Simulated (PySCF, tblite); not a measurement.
# C6H5B2 radical: geometry, infrared bands and EPR parameters

What infrared bands and EPR parameters should C6H5B2 radical (`C#CC1=CBC=[C]B1`) show?

Computed with tblite 0.8.0 and PySCF 2.14.0, with density-fitted response routines of our own, on a single molecule in the gas phase. Atoms are numbered from 0 throughout.

## 1. The molecule as given

13 atoms, charge 0, multiplicity 2; geometry from: force field or distance geometry start.

Bonds of the start (Å): C0–C1 1.22, C1–C2 1.43, C2–C3 1.34, C3–B4 1.58, B4–C5 1.58, C5–C6 1.35, C6–B7 1.58, B7–C2 1.59, C0–H8 1.05, C3–H9 1.08, B4–H10 1.19, C5–H11 1.08, B7–H12 1.18.

## 2. Geometry optimisation with GFN2-xTB

What the job is given:

```
{"job": {"kind": "relax", "xc": "GFN2-xTB", "basis": "xTB"}, "charge": 0, "multiplicity": 2}
C      3.290400     0.250400    -0.240700
C      2.077200     0.194500    -0.147700
C      0.659500     0.110700    -0.013000
C     -0.011500    -0.949700    -0.494700
B     -1.580500    -1.073300    -0.361500
C     -2.354300     0.119900     0.319300
C     -1.689200     1.195300     0.788100
B     -0.114000     1.311600     0.679000
H      4.339800     0.305700    -0.328100
H      0.522600    -1.771700    -0.954400
H     -2.159900    -2.016700    -0.784600
H     -3.432000     0.069300     0.419700
H      0.447300     2.254400     1.100800
```

On the command line:

```
$ OMP_NUM_THREADS=1 python probes_run.py task.json out
```

One launch serves the whole session: the jobs run in the order shown.

**Question.** This job is followed by: GFN2-xTB harmonic vibrations, gas phase; UKS B3LYP, pcH-1 on B C H, non-relativistic, mean-field spin-orbit, GIAO. Predict these results of the whole session: strongest single infrared mode (GFN2-xTB); zero-point energy (GFN2-xTB); g(iso) (B3LYP); ⟨S²⟩; largest a(iso); surface potential, 1st and 99th percentile.

The runs gave:

| quantity | value |
| --- | --- |
| strongest single infrared mode (GFN2-xTB) | 1766 cm⁻¹, 230 km/mol |
| zero-point energy (GFN2-xTB) | 52.3 kcal/mol |
| g(iso) (B3LYP) | 2.00216 |
| ⟨S²⟩ | 0.754 (exact 0.75) |
| largest a(iso) | 1H on H12, -24.5 MHz |
| surface potential, 1st and 99th percentile | -0.80 V and 1.67 V |

The optimisation took 40 steps and gained 0.858 eV; among the close pairs (by a distance rule), C6–B7 changed most, from 1.583 to 1.456 Å. All 33 modes are real, so the xTB geometry is a minimum. The strongest single mode, at 1766 cm⁻¹, moves mainly C6 and C5. GFN2-xTB is a fitted tight-binding method: band positions and strengths are rough. Its intensities can rank the bands wrongly. The largest spin populations lie on B7 (0.37 e), B4 (0.33 e). The isotropic g lies 0.2 ppt below the free-electron value.
